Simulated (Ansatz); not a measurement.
**BBrH₂O (SMILES OBBr): one structure at several levels**

An exercise on one series of results from a longer session: the logs are not shown, and one member is left open.

Method: single points in def2-TZVPP; program: Ansatz 0.2.0, Gaussian basis.

Cores are frozen in the correlated methods. Filled d shells of the heavier atoms are correlated.

## The starting structure

5 atoms, charge 0, spin multiplicity 1.

Atoms are counted from 1 here; the program's logs count them from 0.

Bond lengths: O1–B2 1.517 Å, O1–H4 0.982 Å, B2–Br3 1.841 Å, B2–H5 1.103 Å. Angles: B2–O1–H4 106.5°, O1–B2–Br3 125.4°, O1–B2–H5 112.1°, Br3–B2–H5 121.7°.

Coordinates:

| atom | x (Å) | y (Å) | z (Å) |
| --- | --- | --- | --- |
| O1 | -0.53440 | -0.98240 | -0.31540 |
| B2 | 0.45090 | 0.03820 | 0.22270 |
| Br3 | 0.22010 | 1.86420 | 0.18740 |
| H4 | -1.35930 | -0.49160 | -0.52310 |
| H5 | 1.42040 | -0.41860 | 0.48160 |

The first run:

run/in.yaml

```yaml
crystal:
  periodic: [false, false, false]
  atoms:
    - {symbol: O, position_ang: [-0.534400, -0.982400, -0.315400]}
    - {symbol: B, position_ang: [0.450900, 0.038200, 0.222700]}
    - {symbol: Br, position_ang: [0.220100, 1.864200, 0.187400]}
    - {symbol: H, position_ang: [-1.359300, -0.491600, -0.523100]}
    - {symbol: H, position_ang: [1.420400, -0.418600, 0.481600]}
basis:
  gaussian: {orbitals: def2-TZVPP}
correlation: {method: ccsd_t}
output: {forces: true}
```

The command line of these runs was not kept.

Among the steps run: CCSD(T)/def2-TZVPP; PBE0-D4/def2-TZVPP; wB97M-V/def2-TZVPP; r2SCAN-D4/def2-TZVPP; PBE-D4/def2-TZVPP; revPBE-D4/def2-TZVPP; r2SCAN0-D4/def2-TZVPP.

One table of the session follows, with a row left open; its other results are not shown here.

```
    method  RMS force component (eV/Å)  angle to CCSD(T) forces (°)  dipole (D)
   CCSD(T)                       2.030                    reference        1.16
   PBE0-D4                       2.111                          1.8        1.18
   wB97M-V                       2.063                          2.1        1.17
 r2SCAN-D4                       2.030                          0.8        1.16
    PBE-D4                           ?                            ?           ?
 revPBE-D4                       1.934                          6.1        1.18
r2SCAN0-D4                       2.154                          4.2        1.16
```

**Question.** Estimate the row for PBE-D4.

The run gave: RMS force component (eV/Å): 1.961; angle to CCSD(T) forces (°): 5.6; dipole (D): 1.20. In the column «RMS force component (eV/Å)» it lies between revPBE-D4 (1.934) and CCSD(T) (2.030).
